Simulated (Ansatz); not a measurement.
**Si₄H₈: small, medium and large basis sets**

One table from this session's results is given with a row withheld; the runs are named, their logs left out.

The runs use Ansatz 0.2.0, Gaussian basis; one geometry, several basis sets.

Levels to be run: PBE0-D4/def2-SVP; ωB97M-V/def2-SVP; PBE0-D4/def2-QZVPP; ωB97M-V/def2-QZVPP; the functionals' def2-TZVPP values are taken from earlier runs.

### The relaxed structure

All runs share one geometry, relaxed beforehand with PBE0-D4 in a triple-zeta def2 set.

SMILES `[SiH2]1[SiH2][SiH2][SiH2]1`, 12 atoms, charge 0, spin multiplicity 1.

Atoms are counted from 1 here; the program's logs count them from 0.

Bond lengths: Si1–Si2 2.364 Å, Si1–Si4 2.364 Å, Si1–H5 1.490 Å, Si1–H6 1.490 Å, Si2–Si3 2.364 Å, Si2–H7 1.489 Å, Si2–H8 1.490 Å, Si3–Si4 2.364 Å, Si3–H9 1.490 Å, Si3–H10 1.490 Å, Si4–H11 1.490 Å, Si4–H12 1.489 Å. Angles: Si2–Si1–Si4 90.0°, Si2–Si1–H5 114.3°, Si2–Si1–H6 114.4°, Si4–Si1–H5 114.3°, Si4–Si1–H6 114.4°, H5–Si1–H6 108.6°, Si1–Si2–Si3 90.0°, Si1–Si2–H7 114.3°, Si1–Si2–H8 114.4°, Si3–Si2–H7 114.3°, Si3–Si2–H8 114.4°, H7–Si2–H8 108.7°, Si2–Si3–Si4 90.0°, Si2–Si3–H9 114.4°, Si2–Si3–H10 114.4°, Si4–Si3–H9 114.4°, Si4–Si3–H10 114.3°, H9–Si3–H10 108.6° and more.

The first run:

in.yaml reads:

```yaml
crystal:
  periodic: [false, false, false]
  atoms:
    - {symbol: Si, position_ang: [-0.258230, -1.504336, 0.682691]}
    - {symbol: Si, position_ang: [1.219633, -0.639451, -0.947730]}
    - {symbol: Si, position_ang: [0.260454, 1.505056, -0.680315]}
    - {symbol: Si, position_ang: [-1.221341, 0.638909, 0.945869]}
    - {symbol: H, position_ang: [0.414895, -2.028118, 1.903846]}
    - {symbol: H, position_ang: [-1.197007, -2.542844, 0.173858]}
    - {symbol: H, position_ang: [1.044683, -1.224283, -2.306394]}
    - {symbol: H, position_ang: [2.659851, -0.719872, -0.576251]}
    - {symbol: H, position_ang: [1.201176, 2.539146, -0.166184]}
    - {symbol: H, position_ang: [-0.409133, 2.035056, -1.900774]}
    - {symbol: H, position_ang: [-1.055355, 1.225281, 2.305017]}
    - {symbol: H, position_ang: [-2.659645, 0.715467, 0.566357]}
basis:
  gaussian: {orbitals: def2-SVP}
hamiltonian: {xc: pbe0, dispersion: d4}
output: {orbitals: {seedname: orbitals}}
```

Launch:

```sh
$ ansatz run in.yaml --threads 4 --pin off --events-out ev --progress --plain --max-ram 10444MiB
```

Steps of the session up to this table: PBE0-D4 in def2-SVP; ωB97M-V in def2-SVP; PBE0-D4 in def2-QZVPP; ωB97M-V in def2-QZVPP.

One table of the session follows, with a row left open; its other results are not shown here.

It belongs to the step «Density functionals: the series». 

```
functional       basis  HOMO (eV)  LUMO (eV)
   PBE0-D4    def2-SVP      -7.66      -1.37
   PBE0-D4  def2-TZVPP      -7.57      -1.50
   PBE0-D4  def2-QZVPP      -7.57      -1.53
   ωB97M-V    def2-SVP      -9.52       0.50
   ωB97M-V  def2-TZVPP          ?          ?
   ωB97M-V  def2-QZVPP      -9.48       0.24
```

Estimate the missing values for ωB97M-V, def2-TZVPP.

The run gave: HOMO (eV): -9.47; LUMO (eV): 0.29. In the column «HOMO (eV)» it lies between ωB97M-V, def2-QZVPP (-9.48) and PBE0-D4, def2-SVP (-7.66).
